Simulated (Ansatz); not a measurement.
# BiPt2Pb, space group P-6m2: a frozen displacement of one atom

Computed with Ansatz 0.2.0 through its Python package.

Notebook, run cell by cell (the value of a cell's last expression is shown):

```python
import warnings

import ansatz as az
import numpy as np
from pymatgen.core import Lattice, Structure
from pymatgen.io.ase import AseAtomsAdaptor
```

```python
warnings.simplefilter("ignore", az.DeckWarning)
```

```python
pmg_structure = Structure(
    Lattice([(4.36261, 0.0, 0.0), (-2.18131, 3.77813, 0.0), (0.0, 0.0, 5.52422)]),
    ["Bi", "Pt", "Pt", "Pb"],
    [
        (1 / 3, 2 / 3, 0.0),
        (0.0, 0.0, 0.25019),
        (0.0, 0.0, 0.74981),
        (2 / 3, 1 / 3, 0.5),
    ],
)
cell = az.Crystal.from_ase(AseAtomsAdaptor.get_atoms(pmg_structure))
```

```python
[site.symbol for site in cell.resolved().sites]
```

    ['Bi', 'Pt', 'Pt', 'Pb']

```python
inverse = np.linalg.inv(np.array(cell.lattice.vectors))
home = np.array(cell.sites[3].position)
values = np.linspace(-0.02, 0.02, 5)
energies, pulls = [], []
for shift in values:
    moved = cell.move(3, to=home + shift * inverse[2])
    model = (
        moved.calculation()
        .functional("r2SCAN")
        .kpoints(7, 7, 5)
        .occupations("Fermi-Dirac", width=100 * az.meV)
        .forces()
    )
    rep = model.run().report
    energies.append(rep["free_energy_ev"])
    pulls.append(rep["forces_ev_ang"][3][2])
```

```python
print("shift (A)   dE (eV)   force along z (eV/A)")
for shift, e, f in zip(values, energies, pulls):
    print(f"{shift:8.3f} {e - energies[2]:10.5f} {f:12.4f}")
print(f"stiffness from energies {2 * np.polyfit(values, energies, 2)[0]:.3f}, from forces {-np.polyfit(values, pulls, 1)[0]:.3f} eV/A^2")
```

    shift (A)   dE (eV)   force along z (eV/A)
      -0.020    0.00103       0.1028
      -0.010    0.00026       0.0514
       0.000    0.00000       0.0000
       0.010    0.00026      -0.0514
       0.020    0.00103      -0.1028
    stiffness from energies 5.143, from forces 5.142 eV/A^2

The curvature of the energy gives 5.143 eV/Å² and the slope of the force 5.142 eV/Å², a positive curvature.

Reading the output:
- For a metal this k-point mesh is coarse: on a finer one energies can move by several to tens of meV an atom and pressures by half a GPa or more, differences at one mesh by less.
- In a metal a curvature from energy changes of a few meV or less hangs on mesh and smearing, in size and even in sign.
- Spin-orbit coupling, which matters for elements this heavy, is left out.
- This cell is a computed structure, which may not be the phase found in nature.
- All periodic images of the atom move with it, so the curvature is one diagonal element of the zone-centre force constants and no normal mode; a positive value doesn't exclude soft modes in which several atoms move.
- Finished in 120 s on 1 thread of Arm Neoverse V2 (shared host), peak memory 0.7 GiB.
